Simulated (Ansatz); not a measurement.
HPbNO4:

```
H Pb N O
1.0
     6.85876    0.00000   -0.01491
     0.00000    4.22865    0.00000
    -3.37519    0.00000    7.28194
H Pb N O
2 2 2 8
Cartesian
  -0.1657 3.1715 3.6908
  3.6492 1.0572 3.5763
  1.1116 1.0572 2.0704
  2.3720 3.1715 5.1966
  -1.3470 3.1715 6.0821
  4.8306 1.0572 1.1849
  0.7385 3.1715 3.2966
  -0.1272 3.1715 6.3220
  -2.1947 3.1715 7.0275
  -1.7741 3.1715 4.8746
  2.7451 1.0572 3.9704
  3.6108 1.0572 0.9451
  5.6782 1.0572 0.2396
  5.2576 1.0572 2.3925
```

The cell was built by a generator and needn't be a form met in nature.

```yaml
Program: Ansatz 0.2.0
Task: relaxation of cell and atoms
Functional: RPBE
Potentials_or_basis: Ansatz PAW
Cutoff: "420 eV (not typed: the program's choice for these potentials)"
k_mesh: 3 × 5 × 3
Occupations: fermi-dirac, width 0.05 eV
Spin: no spin polarisation
```

At the start: volume 15.07 Å³/atom.

Q: Where does the relaxation end?

A: It ends after 23 steps and the volume is 16.73 Å³/atom (+11.0 %); space group P2_1/m (No. 11, to 0.05 Å).

The path:
| step | energy change (eV) | largest force (eV/Å) | volume (Å³) |
| --- | --- | --- | --- |
| 1 | 0.0000 | 0.2788 | 210.99 |
| 2 | -0.0429 | 0.1373 | 222.53 |
| 3 | -0.0431 | 0.0750 | 223.83 |
| 4 | -0.0431 | 0.0439 | 224.87 |
| 5 | -0.0454 | 0.0821 | 224.73 |
| 6 | -0.0457 | 0.0284 | 224.88 |
| 7 | -0.0455 | 0.0201 | 224.97 |
| 8 | -0.0456 | 0.0089 | 224.95 |
| 9 | -0.1080 | 0.0128 | 224.95 |
| 10 | -0.0980 | 0.1122 | 230.05 |
| 11 | -0.0962 | 0.0678 | 231.18 |
| 12 | -0.0957 | 0.0597 | 231.44 |
| 13 | -0.0955 | 0.0193 | 231.55 |
| 14 | -0.0952 | 0.0119 | 231.65 |
| 15 | -0.0950 | 0.0099 | 231.71 |
| 16 | -0.1212 | 0.0104 | 231.71 |
| 17 | -0.1164 | 0.0180 | 233.52 |
| 18 | -0.1147 | 0.0231 | 234.06 |
| 19 | -0.1145 | 0.0214 | 234.14 |
| 20 | -0.1141 | 0.0131 | 234.25 |
| 21 | -0.1144 | 0.0127 | 234.17 |
| 22 | -0.1145 | 0.0072 | 234.16 |
| 23 | -0.1230 | 0.0078 | 234.16 |

Final structure:
```
H Pb N O
1.0
     7.00187    0.00000   -0.11756
     0.00000    4.38450    0.00000
    -3.55372    0.00000    7.68706
H Pb N O
2 2 2 8
Cartesian
  -0.1408 3.2884 3.6580
  3.5889 1.0961 3.9115
  1.1619 1.0961 2.1703
  2.2862 3.2884 5.3992
  -1.6021 3.2884 6.3075
  5.0502 1.0961 1.2620
  0.7843 3.2884 3.3384
  -0.3679 3.2884 6.4947
  -2.4166 3.2884 7.2875
  -2.0796 3.2884 5.1084
  2.6638 1.0961 4.2311
  3.8161 1.0961 1.0748
  5.8648 1.0961 0.2820
  5.5277 1.0961 2.4611
```

Caveat: the plane-wave basis is chosen anew once the cell has moved, so the energies of steps on either side of that aren't comparable; the pressure holds a Pulay correction of +0.5 GPa for the finite cutoff; the PAW data sets come from PBE, with cores solved anew for the run's functional, which leaves a small shift of forces and pressure.
